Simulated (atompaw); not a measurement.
# A PAW (atompaw) potential for Ga, from input to tests

Do these settings give a usable potential? It is generated, then checked for scattering, ghosts and hardness.

The numbers are computed with atompaw 4.2.0.5 (PBEsol, scalar-relativistic, spin-unpolarised reference atom).

### Step 1. Settings

The settings as typed:

- element: gallium (Ga, Z = 31)
- type: PAW
- frozen core: [Ar]
- valence charge: 13
- reference configuration: 3d10 4s2 4p1
- partial waves: 4s (bound): rc 1.95 bohr; 4s channel at -0.05 Ry: rc 1.95 bohr; 4p (bound): rc 1.95 bohr; 4p channel at 0.55 Ry: rc 1.95 bohr; 3d (bound): rc 1.45 bohr; 3d channel at -0.55 Ry: rc 1.45 bohr
- local potential: bessel scheme, radius 1.65 bohr
- core correction: smooth core density matched at 1.20 bohr
- augmentation charge: sinc compensation charge, radius 1.40 bohr; PAW radius 1.95 bohr; waves and projectors: custom rrkj vanderbiltortho

The nodes and maxima of the atom's own shells, from an earlier all-electron run, set the scale for the radii.

All-electron outer shells of the reference configuration (PBEsol, scalar-relativistic, ld1.x):

```json
{"shell": "3s", "level (eV)": "-147.78", "outermost node (bohr)": "0.27", "outermost maximum (bohr)": "0.56"}
{"shell": "3p", "level (eV)": "-98.68", "outermost node (bohr)": "0.24", "outermost maximum (bohr)": "0.56"}
{"shell": "3d", "level (eV)": "-19.16", "outermost node (bohr)": "–", "outermost maximum (bohr)": "0.53"}
{"shell": "4s", "level (eV)": "-8.96", "outermost node (bohr)": "0.81", "outermost maximum (bohr)": "1.90"}
{"shell": "4p", "level (eV)": "-2.57", "outermost node (bohr)": "0.87", "outermost maximum (bohr)": "2.53"}
```

### Step 2. Generating the potential

Input file Ga.input:

```
Ga 31
GGA-PBESOL scalarrelativistic loggrid 1500 logderivrange -3 5 201
4 4 3 0 0 0
4 1 1
0 0 0
c
c
c
v
c
c
v
v
2
1.95 1.40 1.65 1.20
y
-0.05
n
y
0.55
n
y
-0.55
n
custom rrkj vanderbiltortho sinc
bessel
1.95
1.95
1.95
1.95
1.45
1.45
PWSCFOUT
UPFDX 0.0125d0 UPFXMIN -7.d0 UPFZMESH 31.d0
END
```

Command:

```bash
atompaw < Ga.input > Ga.log
```

What does the calculation give? Wanted: cutoffs for 10 and 1 mRy, occupied levels; bound ghosts; largest phase difference near zero energy, channels read; lowest eigenvalue of the overlap; share of valence orbitals outside the PAW sphere; UPF file.

The runs gave:

| quantity | value |
| --- | --- |
| cutoffs for 10 and 1 mRy, occupied levels | 55 Ry and 90 Ry |
| bound ghosts | none found |
| largest phase difference near zero energy, channels read | 0.000 rad |
| lowest eigenvalue of the overlap (Bessel basis) | 0.417 (s) |
| share of valence orbitals outside the PAW sphere | 4s 62 %, 4p 85 %, 3d 3 % |
| UPF file | written |

In words: The potential is of middling hardness: the looser tolerance needs 55 Ry. The slowest occupied level is 3d: taken alone it needs 55 Ry to come within 1 mRy, against 8 Ry for 4s. No bound ghost shows below the valence levels. Near zero energy the phases of the channels with partial waves agree within 0.001 rad. All of this concerns the isolated atom, not yet a solid.
